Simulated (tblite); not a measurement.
# C4H9AlS: the cost of one run

Computed with tblite 0.8.0 and PySCF 2.14.0, with density-fitted response routines of our own, on a single molecule in the gas phase. Atoms are numbered from 0 throughout.

## (1) The molecule as given

15 atoms, charge 0, multiplicity 1; geometry from: force field or distance geometry start.

Bonds of the start (Å): C0–C1 1.34, C1–Al2 1.95, Al2–C3 2.01, Al2–S4 2.30, S4–C5 1.82, C0–H6 1.08, C0–H7 1.08, C1–H8 1.10, C3–H9 1.11, C3–H10 1.11, C3–H11 1.12, C5–H12 1.12, C5–H13 1.11, C5–H14 1.10.

## (2) Geometry optimisation with GFN2-xTB

The job: settings as JSON, then the geometry in Å.

```
{"job": {"kind": "relax", "xc": "GFN2-xTB", "basis": "xTB"}, "charge": 0, "multiplicity": 1}
C      2.940900    -0.752000     0.031600
C      1.625900    -1.003800    -0.022000
Al     0.368300     0.124600    -1.004300
C      0.023100     2.048400    -0.519800
S     -1.555100    -0.986500    -1.600000
C     -2.691900    -0.877700    -0.184200
H      3.407900     0.085100    -0.459300
H      3.575500    -1.416900     0.606100
H      1.294500    -1.893400     0.534600
H     -0.966100     2.389200    -0.882200
H      0.862200     2.665200    -0.905200
H     -0.044800     2.106900     0.595700
H     -2.807400     0.177700     0.178800
H     -3.687400    -1.182000    -0.574800
H     -2.349900    -1.476800     0.677500
```

The run is started by

```bash
OMP_NUM_THREADS=1 python probes_run.py task.json out
```

The driver reads the jobs from task.json and runs them one after another.

Q: Estimate the wall time of this first job on 1 thread of Arm Neoverse V1, shared host.

About 1.2 s.
